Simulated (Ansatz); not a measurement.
CH4AlBrO, SMILES C[O][AlH][Br], a rigid torsion scan

Computed with Ansatz's Python interface.

Typed at the interpreter:
```pycon
>>> import ansatz as az
>>> from ase import Atoms
>>> config = {
...     "basis": "def2-SVP",
...     "functional": "b3lyp",
...     "force_tol": 0.02,
... }
>>> atoms = Atoms(["C", "O", "Al", "Br", "H", "H", "H", "H"], positions=[
...     (-0.76, 0.6493, 0.642),
...     (-0.3644, -0.6344, 0.7424),
...     (0.9585, -0.9361, -0.5027),
...     (0.526, -1.6679, -2.6812),
...     (-1.6135, 0.8506, 1.3557),
...     (0.0066, 1.4325, 0.8578),
...     (-1.212, 0.8925, -0.3736),
...     (2.5509, -0.6436, -0.0961),
... ])
>>> first = (
...     az.Crystal.molecule_from_ase(atoms).calculation()
...     .basis(gaussian=config["basis"])
...     .functional(config["functional"])
...     .relax(force_tolerance=config["force_tol"], max_steps=80)
... )
>>> atoms.positions = first.run(threads=1, pin="off").report["positions_ang"]
>>> start = atoms.get_dihedral(0, 1, 2, 3)
>>> energies = {}
>>> for turn in range(0, 360, 30):
...     turned = atoms.copy()
...     turned.set_dihedral(0, 1, 2, 3, start + turn, indices=[2, 3, 7])
...     calc = (
...         az.Crystal.molecule_from_ase(turned).calculation()
...         .basis(gaussian=config["basis"])
...         .functional(config["functional"])
...     )
...     energies[round((start + turn) % 360)] = calc.run(threads=1, pin="off").report["free_energy_ev"]
...
>>> floor = min(energies.values())
>>> print("dihedral C0-O1-Al2-Br3 (deg)   E - E(min) (kJ/mol)")
dihedral C0-O1-Al2-Br3 (deg)   E - E(min) (kJ/mol)
>>> for angle, e in sorted(energies.items()):
...     print(f"{angle:8d} {96.485332 * (e - floor):14.3f}  " + "#" * int(30 * (e - floor) / max(max(energies.values()) - floor, 1e-9)))
...
       0          0.000
      30          3.090  ######
      60          9.733  ####################
      90         14.156  ##############################
     120         13.124  ###########################
     150          8.951  ##################
     180          6.678  ##############
     210          8.887  ##################
     240         13.063  ###########################
     270         14.146  #############################
     300          9.777  ####################
     330          3.141  ######
```

The scan is rigid and the energies are electronic, in a modest basis. With rigid groups the curve can differ much from the relaxed path, the start wasn't checked as a minimum of this torsion, and equivalent turns needn't return to the same energy. b3lyp holds the VWN-RPA fit, as in Gaussian; the form of ORCA and Turbomole is b3lyp5. Run time: 2 min on 1 thread of Arm Neoverse V1 (shared host), peak memory 0.29 GiB.
